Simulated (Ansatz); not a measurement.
# LiGaIr: the cost of one run

Computed with Ansatz 0.2.0 through its Python package. The levels of theory stand in the script.

**1. Starting point**

Symmetry: P6_3/mmc, No. 194, hexagonal system. The conventional cell has a = 4.041 Å, b = 4.041 Å, c = 5.445 Å, α = 90.00°, β = 90.00°, γ = 120.00°. Li (site symmetry -6m2) has 3 Ga at 2.33 Å as nearest neighbours. Ga (site symmetry -6m2) is surrounded by 3 Li at 2.33 Å. Around Ir (site symmetry -3m) lie 6 Li at 2.70 Å and 6 Ga at 2.70 Å and 2 Ir at 2.72 Å.

ligair.vasp, read by the script:

```text
LiGaIr
1.0
   4.04061051    0.00000000    0.00000000
  -2.02030525    3.49927134    0.00000000
   0.00000000    0.00000000    5.44529845
Li Ga Ir
2 2 2
Direct
   0.33333333    0.66666667    0.75000000
   0.66666667    0.33333333    0.25000000
   0.33333333    0.66666667    0.25000000
   0.66666667    0.33333333    0.75000000
   0.00000000    0.00000000    0.00000000
   0.00000000    0.00000000    0.50000000
```

**2. The code**

Input file ligair.py:

```python
'''Taking single terms out of the free energy of LiGaIr.'''

from dataclasses import dataclass
import warnings

import ansatz
from ase.io import read


@dataclass
class Options:
    k_density: float = 3.4
    smearing: str = 'Marzari-Vanderbilt'
    width_ev: float = 0.1


opts = Options()


def main() -> None:
    warnings.simplefilter('ignore', ansatz.DeckWarning)

    atoms = read('ligair.vasp', format='vasp')
    system = ansatz.Crystal.from_ase(atoms)

    calc = system.calculation()
    calc = calc.kpoints(density=opts.k_density)
    calc = calc.occupations(opts.smearing, width=opts.width_ev)
    with_term = calc.functional('pbesol', dispersion='d4').basis(380).cutoff_correction(530).run().report
    without = calc.functional('pbesol').basis(380).run().report
    finer = calc.functional('pbesol').basis(530).run().report
    removed = ansatz.free_energy_without(with_term, ansatz.EnergyTerm.DISPERSION)
    print(f'dispersion term            {with_term["components"]["e_disp"]:.5f} eV')
    print(f'F less dispersion          {removed:.5f} eV, run without it {without["free_energy_ev"]:.5f} eV')
    print(f'F less smearing term       {ansatz.free_energy_without(without, ansatz.EnergyTerm.SMEARING):.5f} eV')
    print(f'estimated gain to 530 eV   {with_term["cutoff_correction"]["energy_ev"]:.5f} eV, found {finer["free_energy_ev"] - without["free_energy_ev"]:.5f} eV')


if __name__ == '__main__':
    main()
```

**3. The input behind the calls**

The package turns the script's settings into the engine's input (first run):

```yaml
crystal:
  lattice:
    - [4.04061051, 0.0, 0.0]
    - [-2.02030525, 3.49927134, 0.0]
    - [0.0, 0.0, 5.44529845]
  atoms:
    - { symbol: Li, position: [0.33333333, 0.66666667, 0.75] }
    - { symbol: Li, position: [0.66666667, 0.33333333, 0.25] }
    - { symbol: Ga, position: [0.33333333, 0.66666667, 0.25] }
    - { symbol: Ga, position: [0.66666667, 0.33333333, 0.75] }
    - { symbol: Ir, position: [0.0, 0.0, 0.0] }
    - { symbol: Ir, position: [0.0, 0.0, 0.5] }
basis:
  ecutwfc: 380.0
kpoints:
  mp_grid:
    kspacing: 0.29411764705882354
hamiltonian:
  xc: pbesol
  dispersion: d4
scf:
  occupations:
    method: cold
    width: 0.1
output:
  cutoff_correction: 530.0
```

**4. Launch**

Launch:

```sh
$ python ligair.py
```

**Question.** How long does this script take on 1 thread of Arm Neoverse V2, shared host, and how much memory does it need?

About 11 s, with a peak of 0.52 GiB.
